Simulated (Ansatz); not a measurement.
AgRh in Ansatz: the effect of functional

The system is AgRh.

```
Ag Rh
1.0
     2.77759    0.00000    0.00000
    -1.38879    2.40546    0.00000
     0.00000    0.00000    4.80860
Ag Rh
1 1
Direct
  0.00000 0.00000 0.50000
  0.66667 0.33333 0.00000
```

The cell comes from a database or a generator and needn't be the stable form of this composition.

Alike in all runs:

* Program: Ansatz 0.2.0
* Task: band structure
* Potentials or basis: Ansatz PAW
* k mesh: 6 × 6 × 3
* Occupations: fermi-dirac, width 0.05 eV
* Spin: no spin polarisation

Task: One run gave: pressure -2.0 GPa. Which functional did it use?
A. PBEsol
B. RPBE
C. BLYP
D. PBE
E. LDA

Result: D.

| functional | cutoff | pressure (GPa) |
| --- | --- | --- |
| LDA | 420 eV (not typed: the program's choice for these potentials) | -15.3 |
| PBE | 420 eV (not typed: the program's choice for these potentials) | -2.0 |
| PBEsol | 420 eV (not typed: the program's choice for these potentials) | -10.3 |
| RPBE | 420 eV (not typed: the program's choice for these potentials) | 2.2 |
| revPBE | 420 eV (not typed: the program's choice for these potentials) | 1.0 |
| BLYP | 420 eV (not typed: the program's choice for these potentials) | 7.2 |
| r2SCAN | 500 eV (not typed: the program's choice for these potentials) | -6.4 |

Caveats: all runs use coarse meshes; the PAW data sets come from PBE, with cores solved anew for the run's functional, which leaves a small shift of forces and pressure (some runs).
